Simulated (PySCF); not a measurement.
# C5H7Al: electronic excitations

Wanted: the electronic excitations of C5H7Al (`C#[C][Al]([CH3])[CH]=C`), by calculation.

The runs use PySCF 2.14.0, with density-fitted response routines of our own; the level of theory stands in each step. All values are computed, except where a source is named. Atoms count from 0, in the outputs and in this text.

### Step 1. The molecule as given

13 atoms, charge 0, multiplicity 1; geometry from: GFN2-xTB.

Bonds of the start (Å): C0–C1 1.21, C1–Al2 1.95, Al2–C3 1.99, Al2–C4 1.98, C4–C5 1.33, C0–H6 1.06, C3–H7 1.10, C3–H8 1.10, C3–H9 1.10, C4–H10 1.09, C5–H11 1.08, C5–H12 1.08.

### Step 2. Ultraviolet spectrum: B3LYP/def2-SVPD

Job settings and geometry (Å):

```
{"job": {"kind": "uv", "xc": "B3LYP", "basis": "def2-SVPD", "nstates": 8, "ntriplets": 3}, "charge": 0, "multiplicity": 1}
C     -2.343265    -2.242044     1.376408
C     -1.566250    -1.444878     0.898156
Al    -0.334942    -0.146588     0.123224
C     -0.983882     1.632097    -0.492373
C      1.576743    -0.649242    -0.032857
C      2.450457     0.212275    -0.555672
H     -3.017708    -2.938712     1.793980
H     -2.063480     1.722439    -0.324924
H     -0.816002     1.808489    -1.561097
H     -0.513208     2.470853     0.033148
H      1.965491    -1.616407     0.293936
H      3.507494     0.003275    -0.669698
H      2.134165     1.188930    -0.899958
```

Level: TDDFT B3LYP/def2-SVPD, vertical, gas phase, core orbitals frozen in the response.

The run is started by

```sh
$ OMP_NUM_THREADS=1 python probes_run.py task.json out
```

This one command runs all jobs of the session in turn.

What will the session give for the following? lowest singlet (B3LYP/def2-SVPD); brightest single state of those computed; lowest triplet. Wanted: lowest singlet; brightest single state of those computed; lowest triplet.

**Answer**, as computed:

| quantity | value |
| --- | --- |
| lowest singlet (B3LYP/def2-SVPD) | 4.61 eV (269 nm), f = 0.000 |
| brightest single state of those computed | state 3, 5.35 eV, f = 0.130 |
| lowest triplet | 4.04 eV |

The first singlet state (HOMO→LUMO 0.98) lies at 4.61 eV and is dark; of the 8 states computed, the strongest absorption comes from state 3 at 5.35 eV (the last state computed is bright too, and its partners may lie past the list). The lowest triplet lies 0.56 eV below the lowest singlet (triplets in Tamm-Dancoff, singlets in full TDDFT).
